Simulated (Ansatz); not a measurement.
# CH₂BFO (SMILES O=CBF): functionals against CCSD(T) at one geometry

An exercise on one series of results from a longer session: the logs are not shown, and one member is left open.

Computed with Ansatz 0.2.0, Gaussian basis. Level: single points in def2-TZVPP.

Cores are frozen in the correlated methods.

**The system as given**

SMILES `O=CBF`, 6 atoms, charge 0, spin multiplicity 1.

Atoms are counted from 1 here; the program's logs count them from 0.

Bond lengths: O1–C2 1.293 Å, C2–B3 1.608 Å, C2–H5 1.080 Å, B3–F4 1.224 Å, B3–H6 1.289 Å. Angles: O1–C2–B3 127.9°, O1–C2–H5 119.4°, B3–C2–H5 112.4°, C2–B3–F4 123.5°, C2–B3–H6 119.3°, F4–B3–H6 117.1°.

Coordinates:

```xyz
6

O     0.4358   -0.1602   -1.8673
C     0.5380    0.1831   -0.6251
B    -0.4251   -0.2252    0.5959
F    -0.1603   -1.1125    1.3968
H     1.2903    0.9008   -0.3331
H    -1.4885    0.4685    0.8192
```

The first run:

Contents of run/in.yaml:

```yaml
crystal:
  periodic: [false, false, false]
  atoms:
    - {symbol: O, position_ang: [0.435800, -0.160200, -1.867300]}
    - {symbol: C, position_ang: [0.538000, 0.183100, -0.625100]}
    - {symbol: B, position_ang: [-0.425100, -0.225200, 0.595900]}
    - {symbol: F, position_ang: [-0.160300, -1.112500, 1.396800]}
    - {symbol: H, position_ang: [1.290300, 0.900800, -0.333100]}
    - {symbol: H, position_ang: [-1.488500, 0.468500, 0.819200]}
basis:
  gaussian: {orbitals: def2-TZVPP}
correlation: {method: ccsd_t}
output: {forces: true}
```

The command line of these runs was not kept.

Among the steps run: CCSD(T)/def2-TZVPP; PBE0-D4/def2-TZVPP; wB97M-V/def2-TZVPP; r2SCAN-D4/def2-TZVPP; PBE-D4/def2-TZVPP; B97M-V/def2-TZVPP; r2SCAN0-D4/def2-TZVPP.

One table of the session follows, with a row left open; its other results are not shown here.

| method | RMS force component (eV/Å) | angle to CCSD(T) forces (°) | dipole (D) |
| --- | --- | --- | --- |
| CCSD(T) | 2.501 | reference | 2.38 |
| PBE0-D4 | 2.628 | 8.6 | 2.55 |
| wB97M-V | 2.666 | 6.7 | 2.57 |
| r2SCAN-D4 | 2.554 | 5.3 | 2.50 |
| PBE-D4 | 2.533 | 4.6 | 2.40 |
| B97M-V | ? | ? | ? |
| r2SCAN0-D4 | 2.658 | 11.1 | 2.61 |

Q: Estimate the row for B97M-V from the others.

The run gave: RMS force component (eV/Å): 2.535; angle to CCSD(T) forces (°): 8.8; dipole (D): 2.40. In the column «RMS force component (eV/Å)» it lies between PBE-D4 (2.533) and r2SCAN-D4 (2.554).
